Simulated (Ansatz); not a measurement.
**AlGaSiH+ (quintet): wave-function methods side by side, cc-pVDZ**

An exercise on one series of results from a longer session: the logs are not shown, and one member is left open.

Method: cc-pVDZ, core rule «outside noble gas», up to 24 orbitals frozen; program: Ansatz 0.2.0, Gaussian basis.

Plan: UHF; CCSD(T) on ROHF; CCSD(T) on UHF; BCCD(T) on ROHF; CISD as a restricted active space (open shells left free, so some higher excitations enter); CCSDT(Q) on ROHF; CCSDT(Q) on UHF.

28 further runs of the same task are left out: 2 for a known fault of the program, 16 that didn't finish, 10 set aside as unsound or not needed. Runs told in other sessions of the task aren't counted.

## What is computed

The geometry is a PBE0/def2-TZVP stationary point (not a proven minimum) of the parent state, kept for this charge and spin. No spin-orbit coupling is included. The filled d shell of Ga may be among the frozen orbitals whatever the setting's name suggests.

4 atoms, charge 1, spin multiplicity 5.

Atoms are counted from 1 here; the program's logs count them from 0.

Bond lengths: Ga1–Al2 2.642 Å, Ga1–H4 1.921 Å, Al2–Si3 2.391 Å, Al2–H4 1.811 Å. Angles: Al2–Ga1–H4 43.3°, Ga1–Al2–Si3 171.6°, Ga1–Al2–H4 46.7°, Si3–Al2–H4 125.0°, Ga1–H4–Al2 90.1°.

Coordinates:

```xyz
4
charge 1, multiplicity 5
Ga    0.0000   -0.2796    2.2832
Al    0.0000   -0.4385   -0.3541
Si    0.0000   -0.2324   -2.7363
H     0.0000    0.9506    0.8072
```

The first run:

in.yaml

```yaml
crystal:
  periodic: [false, false, false]
  atoms:
    - {symbol: Ga, position_ang: [-0.000001, -0.279644, 2.283217]}
    - {symbol: Al, position_ang: [0.000001, -0.438476, -0.354113]}
    - {symbol: Si, position_ang: [-0.000002, -0.232433, -2.736259]}
    - {symbol: H, position_ang: [0.000003, 0.950553, 0.807155]}
basis:
  gaussian: {orbitals: cc-pVDZ}
total_charge: 1
magnetization: {spin_polarized: true, initial_magnetization: 4}
hamiltonian: {xc: hf}
output: {orbitals: {seedname: orbitals}}
```

On the command line:

```sh
ansatz run in.yaml --threads 1 --pin off --events-out ev --progress --plain --max-ram 2393MiB
```

Among the steps run: UHF; CCSD(T) on ROHF; CCSD(T) on UHF; BCCD(T) on ROHF; CISD as a restricted active space (open shells left free, so some higher excitations enter); CCSDT(Q) on ROHF; CCSDT(Q) on UHF.

One of the session's tables, all rows but one given; the rest of the session is left out.

| method | from RCCSDT(Q) (kcal/mol) |
| --- | --- |
| ROHF | +115.52 |
| UHF | +112.86 |
| RMP2 | +32.29 |
| UMP2 | +32.78 |
| CISD | +15.20 |
| RCCSD | +6.31 |
| UCCSD | ? |
| RCCSD(T) | +1.80 |
| UCCSD(T) | +1.81 |
| BCCD(T) | +1.70 |
| RCCSDT | +0.33 |
| UCCSDT | +0.31 |
| RCCSDT(Q) | 0 |
| UCCSDT(Q) | -0.04 |

Estimate the missing values for UCCSD.

**Answer.** from RCCSDT(Q) (kcal/mol): +6.26. In the column «from RCCSDT(Q) (kcal/mol)» it lies between UCCSD(T) (+1.81) and RCCSD (+6.31).

Caveats from the session: Restricted and unrestricted rows rest on different reference determinants; a gap between their highest levels can come from leftover correlation error, from unlike frozen cores or from another state.
